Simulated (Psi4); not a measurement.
# BCl3 (boron trichloride): revPBE/def2-SVPD

Aim: the vertical ionisation energy of BCl3 (boron trichloride) at revPBE/def2-SVPD, from 2 runs. 

The calculation is run with Psi4 1.11.

1 further run of the same task is left out (set aside as unsound or not needed).

## Step 1: The molecule

The species is BCl3 (4 atoms), meant as a singlet with charge 0. SMILES: `ClB(Cl)Cl`. The shape is that of a GFN2-xTB optimisation.

Bond lengths: B1–Cl2 1.722 Å, B1–Cl3 1.723 Å, B1–Cl4 1.724 Å. Angles: Cl2–B1–Cl3 120.0°, Cl2–B1–Cl4 120.0°, Cl3–B1–Cl4 120.0°.

## Step 2: The energy at revPBE/def2-SVPD

bcl3.dat

```
memory 1.6 GB

molecule molecule1 {
  B      0.000530     0.000400     0.004030
  Cl     1.722160    -0.027500     0.011870
  Cl    -0.837250     1.505610    -0.018540
  Cl    -0.885440    -1.478510     0.002640
  symmetry c1
  no_reorient
  no_com
}

set basis def2-SVPD
set reference rks
set puream true
set e_convergence 1e-09
set d_convergence 1e-08
set scf_type pk
set dft_radial_points 99
set dft_spherical_points 590

energy('revpbe')
```

Command:

```
$ psi4 bcl3.dat bcl3.out -n 1
```

bcl3.out:

```text
[...]
  Running in c1 symmetry.
[...]
  Nuclear repulsion =  232.068676989029029
[...]
  Multiplicity = 1
[...]
  Nalpha       = 28
  Nbeta        = 28
[...]
    Number of basis functions: 101
[...]
   @RKS iter   1: -1404.78200928784804    2.17679e-01   4.04122e-03 ADIIS/DIIS
[...]
   @RKS iter  10: -1404.87834363795537   -3.18323e-11   1.19295e-09 DIIS
[...]
    Orbital Energies [Eh]
    ---------------------
    Doubly Occupied:
       1A   -100.695788     2A   -100.695665     3A   -100.695506
       4A     -9.216559     5A     -9.216422     6A     -9.216247
       7A     -7.039161     8A     -7.039031     9A     -7.038865
      10A     -7.033364    11A     -7.033228    12A     -7.033054
      13A     -7.030781    14A     -7.030648    15A     -7.030477
      16A     -6.664492    17A     -0.830098    18A     -0.781357
      19A     -0.781056    20A     -0.485958    21A     -0.423170
      22A     -0.423052    23A     -0.378895    24A     -0.318511
      25A     -0.318437    26A     -0.315055    27A     -0.314860
      28A     -0.283159
[...]
  @RKS Final Energy: -1404.87834363795537
   => Energetics <=
    Nuclear Repulsion Energy =            232.0686769890290293
    One-Electron Energy =               -2400.1713524874239738
    Two-Electron Energy =                 851.7612691957574498
    DFT Exchange-Correlation Energy =     -88.5369373353178730
    Empirical Dispersion Energy =           0.0000000000000000
    VV10 Nonlocal Energy =                  0.0000000000000000
    Total Energy =                      -1404.8783436379553677
[...]
 Multipole Moments:
 ------------------------------------------------------------------------------------
     Multipole            Electronic (a.u.)      Nuclear  (a.u.)        Total (a.u.)
 ------------------------------------------------------------------------------------
 L = 1.  Multiply by 2.5417464519 to convert [e a0] to [Debye]
 Dipole X            :          0.0151975           -0.0120187            0.0031789
 Dipole Y            :          0.0111718           -0.0090707            0.0021011
 Dipole Z            :          0.0931569           -0.0913872            0.0017698
 Magnitude           :                                                    0.0042014
[...]
```

It took 7.5 s on 1 thread of Intel Xeon 6975P-C (Granite Rapids), shared host; peak memory 0.69 GiB.

## Step 3: The doublet cation: energy and forces at U-revPBE/def2-SVPD

bcl3.in

```
memory 1600 mb

molecule mol {
  1 2
  B
  Cl 1 R2
  Cl 1 R3 2 A3
  Cl 1 R4 2 A4 3 D4

  R2 = 1.721874
  R3 = 1.722801
  A3 = 120.02893
  R4 = 1.723984
  A4 = 119.996
  D4 = 179.38103
  symmetry c1
}

set {
  basis def2-SVPD
  reference uks
  puream true
  e_convergence 1e-09
  d_convergence 1e-08
  scf_type pk
  dft_radial_points 99
  dft_spherical_points 590
  maxiter 200
}

energy_value, wavefunction = gradient("revpbe", return_wfn=True)
oeprop(wavefunction, "MULLIKEN_CHARGES", "WIBERG_LOWDIN_INDICES", "MAYER_INDICES")
```

Command:

```
$ psi4 -i bcl3.in -o bcl3.out -n 1
```

bcl3.out (excerpt; [...] marks lines left out):

```text
[...]
  Running in c1 symmetry.
[...]
  Nuclear repulsion =  232.068637666342681
[...]
  Multiplicity = 2
[...]
  Nalpha       = 28
  Nbeta        = 27
[...]
    Number of basis functions: 101
[...]
   @UKS iter   1: -1404.43777686734393    5.61911e-01   2.79212e-03 ADIIS/DIIS
[...]
   @UKS iter  13: -1404.48079624864772   -1.81899e-12   3.25905e-09 DIIS
[...]
   @S^2 Observed:                7.515123298E-01
[...]
  @UKS Final Energy: -1404.48079624864772
   => Energetics <=
    Nuclear Repulsion Energy =            232.0686376663426813
    One-Electron Energy =               -2386.1989414524387030
    Two-Electron Energy =                 837.8346708626463624
    DFT Exchange-Correlation Energy =     -88.1851633251979905
    Empirical Dispersion Energy =           0.0000000000000000
    VV10 Nonlocal Energy =                  0.0000000000000000
    Total Energy =                      -1404.4807962486477209
[...]
 Multipole Moments:
 ------------------------------------------------------------------------------------
     Multipole            Electronic (a.u.)      Nuclear  (a.u.)        Total (a.u.)
 ------------------------------------------------------------------------------------
 L = 1.  Multiply by 2.5417464519 to convert [e a0] to [Debye]
 Dipole X            :         -0.0052554            0.0032380           -0.0020174
 Dipole Y            :          0.0006067           -0.0002876            0.0003191
 Dipole Z            :          0.0009291           -0.0004351            0.0004940
 Magnitude           :                                                    0.0021014
[...]
  -Total Gradient:
     Atom            X                  Y                   Z
    ------   -----------------  -----------------  -----------------
       1       -0.000504613093     0.000367581610     0.000549401082
       2        0.000208044364     0.000022802658    -0.013595689918
       3        0.000208734301    -0.011430627194     0.006648697997
       4        0.000088399541     0.011040782405     0.006392193187
[...]
  Mulliken Charges: (a.u.)
   Center  Symbol    Alpha    Beta     Spin     Total
       1     B     1.77365  1.86109 -0.08744  1.36527
       2    CL     8.74140  8.37994  0.36146 -0.12134
       3    CL     8.74206  8.37967  0.36239 -0.12173
       4    CL     8.74289  8.37931  0.36359 -0.12220
   Total alpha = 28.00000, Total beta = 27.00000, Total charge =  1.00000
[...]
```

Run time: 16 s. Hardware: 1 thread of Intel Xeon 6975P-C (Granite Rapids), shared host; peak memory 0.69 GiB.

## Step 4: Outcome

At revPBE/def2-SVPD:

```
                                          quantity           value
                        singlet BCl3: total energy  -1404.87834 Eh
                       singlet BCl3: dipole moment          0.01 D
                         singlet BCl3: HOMO energy        -7.71 eV
                         singlet BCl3: LUMO energy        -2.61 eV
                       singlet BCl3: HOMO–LUMO gap         5.09 eV
                      doublet cation: total energy  -1404.48080 Eh
doublet cation: HOMO energy (highest over α and β)       -14.69 eV
 doublet cation: LUMO energy (lowest over α and β)       -13.96 eV
                              doublet cation: ⟨S²⟩           0.752
          doublet cation: largest force on an atom      0.699 eV/Å
vertical ionisation energy (to the doublet cation)       10.818 eV
```

The vertical ionisation energy comes to 10.82 eV (249 kcal/mol). The negative HOMO energy of the first species, 7.71 eV, lies 3.11 eV below that difference. Mulliken charges (doublet cation) run from -0.12 on Cl4 to +1.37 on B1; in a basis this large or diffuse they mean little.
